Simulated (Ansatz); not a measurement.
# TiMo3 (Immm) in Ansatz: notebook

One crystal, TiMo3, is run at these levels: PBEsol; tasks: single point.

Program: Ansatz 0.2.0. These are calculated values, not measurements. Logs are shortened: lines on timing, memory, paths and dates and some standing lists are left out, and cuts for length are marked.

## Step 1: Starting point

Symmetry: Immm, No. 71, orthorhombic system. Conventional cell: a = 3.165 Å, b = 4.421 Å, c = 8.950 Å, α = 90.00°, β = 90.00°, γ = 90.00°. Around Mo (site symmetry mmm) lie 4 Mo at 2.69 Å and 4 Ti at 2.72 Å. Mo (site symmetry mm2) has 6 Mo at 2.69 to 2.72 Å and 2 Ti at 2.79 Å as nearest neighbours. Around Ti (site symmetry mmm) lie 12 Mo at 2.72 to 3.10 Å.

The cell comes from a database or a generator and needn't be the stable form of this composition.

## Step 2: Single point, PBEsol, 14.72 Å³/atom (volume scaled by 0.94)

The input, input.yaml:

```yaml
crystal:
  lattice:
    - [-1.5502978589, 2.1653923242, 4.3837221969]
    - [1.5502978589, -2.1653923242, 4.3837221969]
    - [1.5502978589, 2.1653923242, -4.3837221969]
  atoms:
    - { symbol: Mo, position: [0.0, 0.5, 0.5] }
    - { symbol: Mo, position: [0.24340912, 0.24340912, 0.0] }
    - { symbol: Mo, position: [0.75659088, 0.75659088, 0.0] }
    - { symbol: Ti, position: [0.5, 0.0, 0.5] }
kpoints:
  mp_grid: { grid: [10, 10, 10] }
scf:
  occupations: { method: fermi_dirac, width: 0.05 }
hamiltonian:
  xc: pbesol
  pseudopotentials: { kind: all_electron, lapw: { basis_error: 0.001 } }
output:
  forces: true
  stress: true
  eigenvalues: true
```

Potentials or basis: all-electron LAPW, scalar-relativistic.

Launch:

```bash
ansatz run input.yaml --threads 2 --pin off --max-ram 8192MiB --backend cpu --events-out ev --progress --plain --runs-dir out
```

What it wrote:

```text
Warning: RAYON_NUM_THREADS=2 ignored (pool sized by the plan → 2); use --threads N
LAPW: plane waves up to 8.415 Å⁻¹, error target 1.0e-3 eV per atom; small_component_spin mean_spin; Ti in spheres of 1.319 Å, 12 of its electrons in bands, Dirac shells []; Mo in spheres of 1.319 Å, 30 of its electrons in bands, Dirac shells [] (how accurate: hamiltonian.pseudopotentials.lapw.basis_error, Limitations)
Engine: ansatz 0.2.0, aarch64-unknown-linux-gnu
Pseudopotentials: kind: all_electron
Pseudopotential: Mo, LAPW, valence charge 30, lapw/all_electron/scalar/gaussian/Mo, Koelling and Harmon's equation, gaussian nucleus
Pseudopotential: Ti, LAPW, valence charge 12, lapw/all_electron/scalar/gaussian/Ti, Koelling and Harmon's equation, gaussian nucleus
Functional definition: PBEsol
  exchange = pbesol_x
  correlation = pbesol_c
Crystal: 4 atoms, lattice volume = 58.865 Å³
Basis set: ecut = 269.7702698815601 eV, 579 PW (Γ), FFT grids on a1+a3, a2+a3, a3, exchange–correlation at level 2
Bands: 62, of which v1, the nominal top of the filled ones, is band 51 counted from 1 (50 counted from 0)
Symmetry: 8 space group operations
Space group: Immm (ITA 71), of the structure as read, at distance tolerance 3.9e-5 Å
k-points: 171 of 1000
Non-local potential: Mo, projectors of the file, none
Non-local potential: Ti, projectors of the file, none
Initial density: superposition of atomic densities (chi_scale 0.1, normalization cell, long waves kept (reshape's long-wave potential 0.00 eV rms))
Initial wavefunctions: plane waves of lowest kinetic energy (no species holds an atomic orbital)
[... 13 lines left out ...]
SCF iter   9: F=—  HF=-353566.048466 eV  |F-HF|=—  |Δ(HF+E_count)|=   1.54e-5  Δρ=1.17e-4  dr2=5.33e-6  ethr=8.00e-8  ⟨swp⟩=2.0  Hψ=31899  notcnv=0
SCF iter  10: F=—  HF=-353566.048469 eV  |F-HF|=—  |Δ(HF+E_count)|=   3.02e-6  Δρ=1.05e-4  dr2=1.74e-5  ethr=5.22e-9  ⟨swp⟩=2.0  Hψ=31900  notcnv=0
SCF iter  11: F=—  HF=-353566.048466 eV  |F-HF|=—  |Δ(HF+E_count)|=   3.31e-6  Δρ=1.63e-5  dr2=4.03e-7  ethr=5.22e-9  ⟨swp⟩=2.0  Hψ=31899  notcnv=0
SCF iter  12: F=-353566.048466 eV  HF=-353566.048466 eV  |F-HF|=1.57e-8  |Δ(HF+E_count)|=   6.93e-8  Δρ=4.71e-6  dr2=2.61e-8  ethr=3.95e-10  ⟨swp⟩=2.0  Hψ=31899  notcnv=0
SCF 1 converged in 12 iterations: F = -353566.048466 eV  dr2 = 2.61e-8
SCF converged after 12 iterations
Free energy (F): -353566.048466 eV
Harris-Foulkes:  -353566.048466 eV  (|F-HF|=1.57e-8)
Internal energy: -353566.028288 eV  (E = F + TS)
E sigma→0 (E₀):  -353566.038377 eV
Entropy (-TS):   -0.020177 eV (-5.044 meV/atom)
Fermi energy:    22.430854 eV
--- Per-component energies (eV) ---
  E_band       = -12313.955442
  E_kinetic    = 365763.003026
  E_xc         = -11061.991640
  E_electrostatic = -708267.039675  (all electrons and nuclei)
  E_smearing   = -0.020177  (= −TS)
  E_closure    = 0.000000  (closes the sum)
  E_atoms      = -353523.013339  (free atoms, spherical and without spin; not in F)
  Σ components = -353566.048466   (vs F -353566.048466, Δ=0.00e0)
  Basis errors (estimates in eV, not in F): energy 2.1e-4 per atom: plane waves 1.8e-4 (9.5e-5 summed), levels above the bands 1.7e-40, relativity 9.8e-9, radial functions 3.6e-5, core shells 4.5e-7; eigenvalues (radial functions only) 1.1e-6; not estimated: angular momenta, meshes, grids; target (lapw.basis_error) 1.0e-3; muffin-tin radii Ti 1.319 Å, Mo 1.319 Å
--- Forces (eV/Å), atoms counted from 1 ---
  atom   1  Mo     0.00000000     0.00000000     0.00000000
  atom   2  Mo     0.00000000     0.00000000     0.23859150
  atom   3  Mo     0.00000000     0.00000000    -0.23859150
  atom   4  Ti     0.00000000     0.00000000     0.00000000
  max |Σ_I F_I| component: 2.78e-17 eV/Å
--- Stress (GPa, compression-positive) ---
        9.097317       0.000000       0.000000
        0.000000      10.000891       0.000000
        0.000000       0.000000       9.486491
  P = ⅓ Tr σ = 9.5282 GPa (95.282 kbar)
--- Band table (eV; the first three rows and the last of 171) ---
  k-point 0: bands = ["-352.5209", "-352.5209", "-352.5160", "-352.5160", "-352.5088", "-352.5088", "-352.2906", "-352.2778", "-352.2629", "-194.6945", "-194.6945", "-194.6914", "-194.6914", "-194.6695", "-194.6694", "-194.6646", "-194.6646", "-194.6613", "-194.6613", "-194.4577", "-194.4535", "-194.4353", "-194.4201", "-194.4133", "-38.1758", "-37.8312", "-37.7260", "-33.5192", "-12.8804", "-12.8433", "-12.2973", "-12.0671", "-12.0021", "-11.9850", "-11.5391", "-11.4896", "-11.4301", "-9.8789", "-9.8013", "-9.7547", "15.6439", "17.5877", "18.1055", "19.2555", "19.3307", "19.6038", "20.2126", "21.5002", "21.9204", "22.0315", "22.0711", "23.1533", "23.3284", "24.0184", "24.7439", "24.8106", "24.9008", "25.3584", "25.7821", "27.5950", "27.7312", "27.9148"]
  k-point 1: bands = ["-352.5209", "-352.5209", "-352.5160", "-352.5160", "-352.5088", "-352.5088", "-352.2906", "-352.2778", "-352.2629", "-194.6945", "-194.6945", "-194.6914", "-194.6914", "-194.6695", "-194.6694", "-194.6646", "-194.6646", "-194.6613", "-194.6613", "-194.4577", "-194.4535", "-194.4353", "-194.4201", "-194.4133", "-38.1567", "-37.8431", "-37.7257", "-33.5184", "-12.8328", "-12.8022", "-12.2986", "-12.1670", "-12.0295", "-11.8970", "-11.5967", "-11.4920", "-11.4741", "-9.8810", "-9.8360", "-9.7753", "15.9832", "17.8897", "18.4273", "19.3499", "19.5235", "19.7104", "20.1519", "21.2286", "21.3850", "21.9817", "22.3977", "22.6138", "23.3152", "24.3955", "24.4711", "24.6357", "24.8689", "25.2885", "26.1391", "26.8646", "26.8985", "28.6982"]
  k-point 2: bands = ["-352.5209", "-352.5209", "-352.5160", "-352.5160", "-352.5088", "-352.5088", "-352.2906", "-352.2778", "-352.2629", "-194.6945", "-194.6945", "-194.6914", "-194.6914", "-194.6695", "-194.6694", "-194.6646", "-194.6646", "-194.6613", "-194.6613", "-194.4577", "-194.4535", "-194.4353", "-194.4201", "-194.4133", "-38.1055", "-37.8741", "-37.7261", "-33.5157", "-12.8254", "-12.6495", "-12.3615", "-12.2127", "-12.0462", "-11.9534", "-11.6929", "-11.5087", "-11.5023", "-9.9169", "-9.8875", "-9.7971", "16.8835", "18.5843", "19.1477", "19.2692", "19.7141", "19.9161", "20.2892", "20.8797", "21.0218", "21.6602", "21.8641", "22.3659", "23.3571", "24.0980", "24.4579", "24.6162", "24.8206", "25.3032", "26.0305", "26.2723", "26.3724", "30.2304"]
  k-point 170: bands = ["-352.5209", "-352.5209", "-352.5160", "-352.5160", "-352.5088", "-352.5088", "-352.2906", "-352.2778", "-352.2629", "-194.6945", "-194.6945", "-194.6914", "-194.6914", "-194.6695", "-194.6694", "-194.6646", "-194.6646", "-194.6613", "-194.6613", "-194.4577", "-194.4535", "-194.4353", "-194.4201", "-194.4133", "-38.1298", "-37.9070", "-37.6972", "-33.5208", "-12.9378", "-12.4595", "-12.4214", "-12.2811", "-12.0020", "-11.7035", "-11.6862", "-11.5798", "-11.4310", "-9.9185", "-9.8076", "-9.7508", "17.1711", "17.4207", "17.5852", "17.8926", "18.0899", "19.6694", "20.1085", "21.2329", "21.2852", "21.9998", "24.1223", "24.2476", "24.7030", "24.7661", "24.8948", "24.9399", "25.0663", "25.2658", "25.7129", "27.1860", "27.2136", "27.3181"]
```

Wall time 1.7 min (2 threads of Arm Neoverse V2, shared host); peak memory 1.5 GiB.

Results:

```yaml
Free_energy: -353566.0485 eV
Pressure: 9.5 GPa
Largest_force: 0.239 eV/Å
Band_gap_on_the_k_mesh: none (metal or under the smearing width)
```

## Step 3: Single point, PBEsol, 15.03 Å³/atom (volume scaled by 0.96)

input.yaml: that of step 2 with these lines changed.

```diff
@@ -2,5 +2,5 @@
   lattice:
-    - [-1.5502978589, 2.1653923242, 4.3837221969]
-    - [1.5502978589, -2.1653923242, 4.3837221969]
-    - [1.5502978589, 2.1653923242, -4.3837221969]
+    - [-1.5612158092, 2.1806420684, 4.4145944971]
+    - [1.5612158092, -2.1806420684, 4.4145944971]
+    - [1.5612158092, 2.1806420684, -4.4145944971]
   atoms:
```

Potentials or basis: all-electron LAPW, scalar-relativistic.

Launch:

```bash
ansatz run input.yaml --threads 2 --pin off --max-ram 8192MiB --backend cpu --events-out ev --progress --plain --runs-dir out
```

Run time: 98 s. Hardware: 2 threads of Arm Neoverse V2, shared host; peak memory 1.5 GiB.

Results (log left out):

```
Free energy            : -353566.1009 eV
Pressure               : 4.0 GPa
Largest force          : 0.162 eV/Å
Band gap on the k mesh : none (metal or under the smearing width)
```

## Step 4: Single point, PBEsol, 15.34 Å³/atom (volume scaled by 0.98)

input.yaml: that of step 3 with these lines changed.

```diff
@@ -2,5 +2,5 @@
   lattice:
-    - [-1.5612158092, 2.1806420684, 4.4145944971]
-    - [1.5612158092, -2.1806420684, 4.4145944971]
-    - [1.5612158092, 2.1806420684, -4.4145944971]
+    - [-1.571983155, 2.1956814545, 4.4450409385]
+    - [1.571983155, -2.1956814545, 4.4450409385]
+    - [1.571983155, 2.1956814545, -4.4450409385]
   atoms:
```

Launch:

```bash
ansatz run input.yaml --threads 2 --pin off --max-ram 8192MiB --backend cpu --events-out ev --progress --plain --runs-dir out
```

Wall time 1.7 min (2 threads of Arm Neoverse V2, shared host); peak memory 1.5 GiB.

The run converged. Its results:

| Item | Value |
| --- | --- |
| Free energy | -353566.1120 eV |
| Pressure | -1.0 GPa |
| Largest force | 0.092 eV/Å |
| Band gap on the k mesh | none (metal or under the smearing width) |

## Step 5: Single point, PBEsol, 15.66 Å³/atom

input.yaml: that of step 4 with these lines changed.

```diff
@@ -2,5 +2,5 @@
   lattice:
-    - [-1.571983155, 2.1956814545, 4.4450409385]
-    - [1.571983155, -2.1956814545, 4.4450409385]
-    - [1.571983155, 2.1956814545, -4.4450409385]
+    - [-1.582604985, 2.21051759, 4.47507591]
+    - [1.582604985, -2.21051759, 4.47507591]
+    - [1.582604985, 2.21051759, -4.47507591]
   atoms:
```

Launch:

```bash
ansatz run input.yaml --threads 2 --pin off --max-ram 8192MiB --backend cpu --events-out ev --progress --plain --runs-dir out
```

Run time: 1.7 min. Hardware: 2 threads of Arm Neoverse V2, shared host; peak memory 1.5 GiB.

It converged, with:

- Free energy: -353566.0859 eV
- Pressure: -5.5 GPa
- Largest force: 0.026 eV/Å
- Band gap on the k mesh: none (metal or under the smearing width)

## Step 6: Single point, PBEsol, 15.97 Å³/atom (volume scaled by 1.02)

input.yaml: that of step 5 with these lines changed.

```diff
@@ -2,5 +2,5 @@
   lattice:
-    - [-1.582604985, 2.21051759, 4.47507591]
-    - [1.582604985, -2.21051759, 4.47507591]
-    - [1.582604985, 2.21051759, -4.47507591]
+    - [-1.5930861182, 2.225157206, 4.504713038]
+    - [1.5930861182, -2.225157206, 4.504713038]
+    - [1.5930861182, 2.225157206, -4.504713038]
   atoms:
```

Potentials or basis: all-electron LAPW, scalar-relativistic.

Launch:

```bash
ansatz run input.yaml --threads 2 --pin off --max-ram 8192MiB --backend cpu --events-out ev --progress --plain --runs-dir out
```

Wall time 1.7 min (2 threads of Arm Neoverse V2, shared host); peak memory 1.5 GiB.

Results (log left out):

```yaml
Free_energy: -353566.0264 eV
Pressure: -9.6 GPa
Largest_force: 0.035 eV/Å
Band_gap_on_the_k_mesh: none (metal or under the smearing width)
```

## Step 7: Single point, PBEsol, 16.28 Å³/atom (volume scaled by 1.04)

input.yaml: that of step 6 with these lines changed.

```diff
@@ -2,5 +2,5 @@
   lattice:
-    - [-1.5930861182, 2.225157206, 4.504713038]
-    - [1.5930861182, -2.225157206, 4.504713038]
-    - [1.5930861182, 2.225157206, -4.504713038]
+    - [-1.6034311231, 2.2396066836, 4.533965241]
+    - [1.6034311231, -2.2396066836, 4.533965241]
+    - [1.6034311231, 2.2396066836, -4.533965241]
   atoms:
```

Launch:

```bash
ansatz run input.yaml --threads 2 --pin off --max-ram 8192MiB --backend cpu --events-out ev --progress --plain --runs-dir out
```

Run time: 1.7 min. Hardware: 2 threads of Arm Neoverse V2, shared host; peak memory 1.5 GiB.

The run converged. Its results:

| Quantity | Value |
| --- | --- |
| Free energy | -353565.9367 eV |
| Pressure | -13.3 GPa |
| Largest force | 0.091 eV/Å |
| Band gap on the k mesh | none (metal or under the smearing width) |

## Step 8: Single point, PBEsol, 16.59 Å³/atom (volume scaled by 1.06)

input.yaml: that of step 7 with these lines changed.

```diff
@@ -2,5 +2,5 @@
   lattice:
-    - [-1.6034311231, 2.2396066836, 4.533965241]
-    - [1.6034311231, -2.2396066836, 4.533965241]
-    - [1.6034311231, 2.2396066836, -4.533965241]
+    - [-1.6136443355, 2.253872079, 4.5628447791]
+    - [1.6136443355, -2.253872079, 4.5628447791]
+    - [1.6136443355, 2.253872079, -4.5628447791]
   atoms:
```

Launch:

```bash
ansatz run input.yaml --threads 2 --pin off --max-ram 8192MiB --backend cpu --events-out ev --progress --plain --runs-dir out
```

Run time: 97 s. Hardware: 2 threads of Arm Neoverse V2, shared host; peak memory 1.5 GiB.

It converged, with:

```
Free energy            : -353565.8198 eV
Pressure               : -16.6 GPa
Largest force          : 0.144 eV/Å
Band gap on the k mesh : none (metal or under the smearing width)
```

## Step 9: The reference run

An earlier run on the cell as given: functional PBEsol; potentials or basis all-electron LAPW, scalar-relativistic; cutoff 258 eV (chosen from the basis error); basis error allowed 0.001 eV/atom; k mesh 10 × 10 × 10; occupations fermi-dirac, width 0.05 eV; no spin polarisation.

- Pressure: -5.5 GPa
- Largest force: 0.026 eV/Å
- Band gap on the k mesh: none (metal or under the smearing width)
